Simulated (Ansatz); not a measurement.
Molecular dynamics of TiO2

The input (input.yaml):

```yaml
accuracy: low
crystal:
  lattice:
    - [5.36991, 0.0, 0.0]
    - [-2.684955, 9.948177, 0.0]
    - [0.0, 0.0, 17.061533]
  atoms:
    - { symbol: Ti, position: [0.0, 0.0, 0.0586114] }
    - { symbol: Ti, position: [0.62910875, 0.79821289, 0.1634926] }
    - { symbol: O, position: [0.9036684, 0.8073367, 0.0900991] }
    - { symbol: O, position: [0.49625907, 0.56981341, 0.20770508] }
    - { symbol: O, position: [0.7486477, 0.9972954, 0.1407704] }
    - { symbol: O, position: [0.3645423, 0.7290847, 0.1028881] }
    - { symbol: Ti, position: [0.2682107, 0.5364214, 0.1343759] }
    - { symbol: Ti, position: [0.3841054, 0.2682107, 0.0964936] }
    - { symbol: O, position: [0.07083794, 0.28927931, 0.10410701] }
    - { symbol: O, position: [0.2877737, 0.0755475, 0.1279813] }
    - { symbol: O, position: [0.480437, 0.460874, 0.0650059] }
    - { symbol: O, position: [0.61506373, 0.28504679, 0.17697255] }
    - { symbol: Ti, position: [0.50017131, 0.08347917, 0.2161849] }
    - { symbol: Ti, position: [0.13023378, 0.86854643, 0.28892713] }
    - { symbol: O, position: [0.3977962, 0.88511197, 0.22501061] }
    - { symbol: O, position: [0.09273158, 0.70602392, 0.34936321] }
    - { symbol: O, position: [0.23422541, 0.06406586, 0.28409222] }
    - { symbol: O, position: [0.82054667, 0.77094244, 0.25272482] }
    - { symbol: Ti, position: [0.85578842, 0.58684183, 0.28158004] }
    - { symbol: Ti, position: [0.8981379, 0.31830289, 0.26907278] }
    - { symbol: O, position: [0.78472522, 0.44153683, 0.33682155] }
    - { symbol: O, position: [0.75310875, 0.13043672, 0.28942158] }
    - { symbol: O, position: [-0.02414509, 0.52536848, 0.19589243] }
    - { symbol: O, position: [0.20361419, 0.36169533, 0.2722439] }
basis:
  ecutwfc: 420.0
kpoints:
  mp_grid: { grid: [2, 1, 1] }
hamiltonian:
  xc: pbe
  dispersion: d3bj
  pseudopotentials: { kind: paw, azcp: { folder: soft_1 } }
scf:
  occupations: { method: fermi_dirac, width: 0.02 }
  lower_state_search: "off"
  convergence: { dr2_threshold: 0.1 }
  max_iter: 96
md:
  timestep: 1
  n_steps: 200
  ensemble: nvt_langevin
  temperature: 1800.0
  initial_velocities: maxwell_boltzmann
  seed: 306371
  friction: 0.005
  constraints: [{ sites: [0, 2, 4, 5, 6, 7, 9, 10] }]
```

Command:

```bash
$ ansatz run input.yaml --threads 2 --pin off --max-ram 5120MiB --backend cpu --events-out ev --progress --plain --runs-dir out
```

It goes on from the last frame of an earlier run, with new velocities.

Output, in part (warnings, step lines):

```
WARN: F and its Harris–Foulkes estimate disagree by 3.94e-2 eV at the final density (on a DFT+U run the figure also counts the on-site term, by absolute value) — the energy may not be reliable. Consider tightening scf.convergence.
WARN: F and its Harris–Foulkes estimate disagree by 7.32e-2 eV at the final density (on a DFT+U run the figure also counts the on-site term, by absolute value) — the energy may not be reliable. Consider tightening scf.convergence.
WARN: F and its Harris–Foulkes estimate disagree by 6.78e-2 eV at the final density (on a DFT+U run the figure also counts the on-site term, by absolute value) — the energy may not be reliable. Consider tightening scf.convergence.
WARN: F and its Harris–Foulkes estimate disagree by 3.74e-2 eV at the final density (on a DFT+U run the figure also counts the on-site term, by absolute value) — the energy may not be reliable. Consider tightening scf.convergence.
WARN: F and its Harris–Foulkes estimate disagree by 6.25e-2 eV at the final density (on a DFT+U run the figure also counts the on-site term, by absolute value) — the energy may not be reliable. Consider tightening scf.convergence.
WARN: F and its Harris–Foulkes estimate disagree by 1.86e-2 eV at the final density (on a DFT+U run the figure also counts the on-site term, by absolute value) — the energy may not be reliable. Consider tightening scf.convergence.
md step     0: t =     0.00 fs  T =  1800.0 K  F+E_penalty+E_count = -29097.92874629 eV  E_kin = 3.722688 eV  (10 SCF iters)
md step     1: t =     1.00 fs  T =  1839.3 K  F+E_penalty+E_count = -29097.96521904 eV  E_kin = 3.803926 eV  (3 SCF iters)
md step     2: t =     2.00 fs  T =  1898.7 K  F+E_penalty+E_count = -29098.06636240 eV  E_kin = 3.926843 eV  (4 SCF iters)
md step     3: t =     3.00 fs  T =  1839.4 K  F+E_penalty+E_count = -29098.02546605 eV  E_kin = 3.804162 eV  (3 SCF iters)
md step     4: t =     4.00 fs  T =  1859.0 K  F+E_penalty+E_count = -29098.05463637 eV  E_kin = 3.844613 eV  (4 SCF iters)
md step     5: t =     5.00 fs  T =  1837.7 K  F+E_penalty+E_count = -29097.97144239 eV  E_kin = 3.800558 eV  (2 SCF iters)
md step     6: t =     6.00 fs  T =  1772.5 K  F+E_penalty+E_count = -29097.91354864 eV  E_kin = 3.665908 eV  (4 SCF iters)
md step     7: t =     7.00 fs  T =  1701.8 K  F+E_penalty+E_count = -29097.75160804 eV  E_kin = 3.519596 eV  (2 SCF iters)
[... lines left out ...]
```

The steps, from the saved trajectory:

```tsv
time (fs)	T (K)	potential energy less start (eV)
0.0	1800	0.000
6.0	1773	0.015
12.0	1480	0.756
18.0	1657	0.942
24.0	1794	1.084
30.0	1629	1.721
36.0	1306	2.417
42.0	1433	2.148
48.0	1870	1.289
54.0	2248	0.454
60.0	2067	0.311
66.0	2025	0.494
72.0	1814	1.152
78.0	1637	1.494
84.0	2093	0.932
90.0	2501	0.131
96.0	2702	-0.258
102.0	3028	-0.703
108.0	3349	-1.062
114.0	2992	-0.636
120.0	2869	-0.656
126.0	2751	-0.677
132.0	2553	-0.163
138.0	2574	-0.516
144.0	2277	-0.049
150.0	1600	0.695
156.0	1681	0.287
162.0	2007	-0.546
168.0	2319	-1.149
174.0	2574	-1.749
180.0	3186	-2.504
186.0	2888	-2.201
192.0	2313	-1.192
198.0	1990	-0.896
```

The run went to its last step. The mean temperature of the second half is 40 % above the set value. A run of 0.2 ps of so small a system gives no equilibrium averages. The SCF threshold is loose, so the forces are noisy. Limits of this set-up: coarse k mesh, thin slab, slab without dipole correction, low accuracy level.

Mean squared displacements from the first frame to the last: Ti 0.25 Å², O 0.74 Å².

Last frame:

```xyz
24
Lattice="5.3699 0.0000 0.0000 -2.6850 9.9482 0.0000 0.0000 0.0000 17.0615" Properties=species:S:1:pos:R:3
Ti 0.000 0.000 1.000
Ti 1.195 8.254 2.781
O 2.685 8.031 1.537
O 1.274 5.604 3.537
O 1.343 9.921 2.402
O 0.000 7.253 1.755
Ti 0.000 5.336 2.293
Ti 1.343 2.668 1.646
O 0.399 1.538 0.044
O 1.343 0.752 2.184
O 1.343 4.585 1.109
O 3.297 2.659 2.382
Ti 1.458 0.602 3.898
Ti -1.527 8.540 5.424
O -0.414 8.911 4.093
O -1.064 6.597 5.663
O 0.443 0.339 5.540
O 2.430 7.760 4.401
Ti 2.847 5.606 4.484
Ti 3.765 2.898 4.150
O 2.723 3.998 5.132
O 3.092 1.383 4.614
O -1.695 5.051 2.865
O 0.647 3.120 3.208
```

The run took 11 min on 2 threads of Intel(R) Xeon(R) Platinum 8375C CPU @ 2.90GHz (Ice Lake) (shared host), peak memory 1.5 GiB.
